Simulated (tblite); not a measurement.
# C4H8BO2Se: the cost of one run

Computed with tblite 0.8.0 and PySCF 2.14.0, with density-fitted response routines of our own, on a single molecule in the gas phase. Atoms count from 0, in the outputs and in this text.

### 1 The starting structure

16 atoms, charge 0, multiplicity 2; geometry from: force field or distance geometry start.

Bonds of the start (Å): C0–Se1 1.94, Se1–C2 1.95, C2–C3 1.50, C2–C4 1.33, C4–B5 1.57, B5–O6 1.46, B5–O7 1.46, C0–H8 1.11, C0–H9 1.10, C0–H10 1.11, C3–H11 1.12, C3–H12 1.10, C3–H13 1.10, O6–H14 0.98, O7–H15 0.98.

### 2 Geometry optimisation with GFN2-xTB

What the job is given:

```
{"job": {"kind": "relax", "xc": "GFN2-xTB", "basis": "xTB"}, "charge": 0, "multiplicity": 2}
C     -1.208600     1.189200    -1.496800
Se    -1.311600     1.195800     0.438700
C     -0.523000    -0.583400     0.539700
C     -1.453500    -1.751900     0.461500
C      0.785000    -0.808400     0.666200
B      1.944300     0.252900     0.750600
O      3.323500    -0.214900     0.901900
O      1.695400     1.695400     0.721000
H     -1.832400     0.362100    -1.898900
H     -0.170000     1.061600    -1.821500
H     -1.606300     2.156900    -1.880600
H     -1.360700    -2.370400     1.396400
H     -1.204600    -2.385700    -0.400500
H     -2.502500    -1.425800     0.371200
H      3.657900    -0.300700    -0.018800
H      1.759400     1.936000    -0.228200
```

Launch:

```console
> OMP_NUM_THREADS=1 python probes_run.py task.json out
```

This one command runs all jobs of the session in turn.

Q: Estimate the wall time and peak memory of this first job on 1 thread of Arm Neoverse V1, shared host.

About 1.2 s, with a peak of 0.18 GiB.
